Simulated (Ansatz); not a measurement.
Task: a rigid scan of one bond angle of BH3OTe, SMILES OB[TeH], with Ansatz 0.2.0, Python API. Give the script and its output. Settings (for the species named): r2SCAN, def2-SVP basis, multiplicity 1.

```
atom    x (Å)    y (Å)    z (Å)
   O  -1.0833  -0.8224  -0.5673
   B   0.1486  -0.0966  -0.4603
  Te   0.4756   1.3064   1.2027
   H  -1.6113  -0.1616  -1.1377
   H   1.0071  -0.3013  -1.2696
   H   1.1054   0.0115   2.1859
```

Script `bend_bh3ote.py`:
```python
# -*- coding: utf-8 -*-
import ansatz as az
from ase import Atoms


def main():
    atoms = Atoms(["O", "B", "Te", "H", "H", "H"], positions=[
        (-1.0833, -0.8224, -0.5673),
        (0.1486, -0.0966, -0.4603),
        (0.4756, 1.3064, 1.2027),
        (-1.6113, -0.1616, -1.1377),
        (1.0071, -0.3013, -1.2696),
        (1.1054, 0.0115, 2.1859),
    ])

    first = (
        az.Crystal.molecule_from_ase(atoms).calculation()
        .basis(gaussian="def2-SVP")
        .functional("r2scan")
        .relax(force_tolerance=0.02, max_steps=80)
    )
    atoms.positions = first.run().report["positions_ang"]

    rows = []
    for angle in [90, 100, 110, 120, 135, 150, 165, 179]:
        bent = atoms.copy()
        bent.set_angle(1, 2, 5, angle, indices=[5])
        calculation = az.Crystal.molecule_from_ase(bent).calculation()
        calculation = calculation.basis(gaussian="def2-SVP")
        calculation = calculation.functional("r2scan")
        rows.append((angle, calculation.run().report["free_energy_ev"]))
    floor = min(e for _, e in rows)
    for angle, e in rows:
        print(f"angle B1-Te2-H5 = {angle:3d} deg   {1000 * (e - floor):9.1f} meV")


if __name__ == "__main__":
    main()
```

`python bend_bh3ote.py` gives:
```text
angle B1-Te2-H5 =  90 deg         0.0 meV
angle B1-Te2-H5 = 100 deg        35.2 meV
angle B1-Te2-H5 = 110 deg       173.7 meV
angle B1-Te2-H5 = 120 deg       403.5 meV
angle B1-Te2-H5 = 135 deg       886.7 meV
angle B1-Te2-H5 = 150 deg      1466.5 meV
angle B1-Te2-H5 = 165 deg      1994.6 meV
angle B1-Te2-H5 = 179 deg      2209.2 meV
```

Caveats:
- The scan is rigid, and the energies are electronic, in a modest basis. The zero is the lowest point of the grid, which needn't be the minimum.
- def2 sets replace the cores of elements past krypton by effective core potentials.
- Finished in 74 s on 1 thread of Intel(R) Xeon(R) Platinum 8259CL CPU @ 2.50GHz (Skylake/Cascade Lake) (shared host), peak memory 0.22 GiB.
